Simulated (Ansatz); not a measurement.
**C₂H₆BrNSi: small, medium and large basis sets**

How large a basis does C₂H₆BrNSi need? Two functionals are run in growing sets.

Program: Ansatz 0.2.0, Gaussian basis. Level of theory: one geometry, several basis sets. These are calculated values, not measurements.

The runs, in order: PBE0-D4/def2-SVP; ωB97M-V/def2-SVP; PBE0-D4/def2-QZVPP; ωB97M-V/def2-QZVPP; the functionals' def2-TZVPP values are taken from earlier runs.

## 1. The geometry

All runs share one geometry, relaxed beforehand with PBE0-D4 in a triple-zeta def2 set.

SMILES `CN(C)[Si]Br`, 11 atoms, charge 0, spin multiplicity 1.

Atoms are counted from 1 here; the program's logs count them from 0.

Bond lengths: C1–N2 1.445 Å, C1–H6 1.088 Å, C1–H7 1.096 Å, C1–H8 1.096 Å, N2–C3 1.452 Å, N2–Si4 1.710 Å, C3–H9 1.096 Å, C3–H10 1.094 Å, C3–H11 1.096 Å, Si4–Br5 2.287 Å. Angles: N2–C1–H6 110.6°, N2–C1–H7 110.4°, N2–C1–H8 110.4°, H6–C1–H7 108.8°, H6–C1–H8 108.8°, H7–C1–H8 107.7°, C1–N2–C3 112.4°, C1–N2–Si4 132.3°, C3–N2–Si4 115.2°, N2–C3–H9 110.9°, N2–C3–H10 110.3°, N2–C3–H11 110.9°, H9–C3–H10 108.2°, H9–C3–H11 108.2°, H10–C3–H11 108.2°, N2–Si4–Br5 102.2°.

## 2. PBE0-D4 in def2-SVP

in.yaml reads:

```yaml
crystal:
  periodic: [false, false, false]
  atoms:
    - {symbol: C, position_ang: [0.029288, 0.789183, -0.845115]}
    - {symbol: N, position_ang: [0.047364, -0.018804, 0.352442]}
    - {symbol: C, position_ang: [-0.214965, -1.420913, 0.078896]}
    - {symbol: Si, position_ang: [0.315415, 0.365757, 1.996734]}
    - {symbol: Br, position_ang: [0.673686, 2.622537, 1.914507]}
    - {symbol: H, position_ang: [0.227317, 1.831705, -0.606306]}
    - {symbol: H, position_ang: [0.788115, 0.438519, -1.554195]}
    - {symbol: H, position_ang: [-0.946805, 0.718693, -1.338901]}
    - {symbol: H, position_ang: [0.538965, -1.833586, -0.600708]}
    - {symbol: H, position_ang: [-0.193220, -1.999677, 1.006562]}
    - {symbol: H, position_ang: [-1.199860, -1.550614, -0.383416]}
basis:
  gaussian: {orbitals: def2-SVP}
hamiltonian: {xc: pbe0, dispersion: d4}
output: {orbitals: {seedname: orbitals}}
```

On the command line:

```console
$ ansatz run in.yaml --threads 4 --pin off --events-out ev --progress --plain --max-ram 10444MiB
```

The runs that follow: ωB97M-V in def2-SVP; PBE0-D4 in def2-QZVPP; ωB97M-V in def2-QZVPP.

**Question.** What will the summary of the whole plan be? Wanted: PBE0-D4: double and triple zeta above quadruple; ωB97M-V: double and triple zeta above quadruple.

As calculated:

| quantity | value |
| --- | --- |
| PBE0-D4: double and triple zeta above quadruple | 17.22, 1.90 eV |
| ωB97M-V: double and triple zeta above quadruple | 17.33, 1.83 eV |

What this shows: For PBE0-D4 the step from double to triple zeta gains 15.32 eV and the next only 1.90 eV. These are total energies; as a rule much of such shifts cancels in differences, which this series doesn't test.
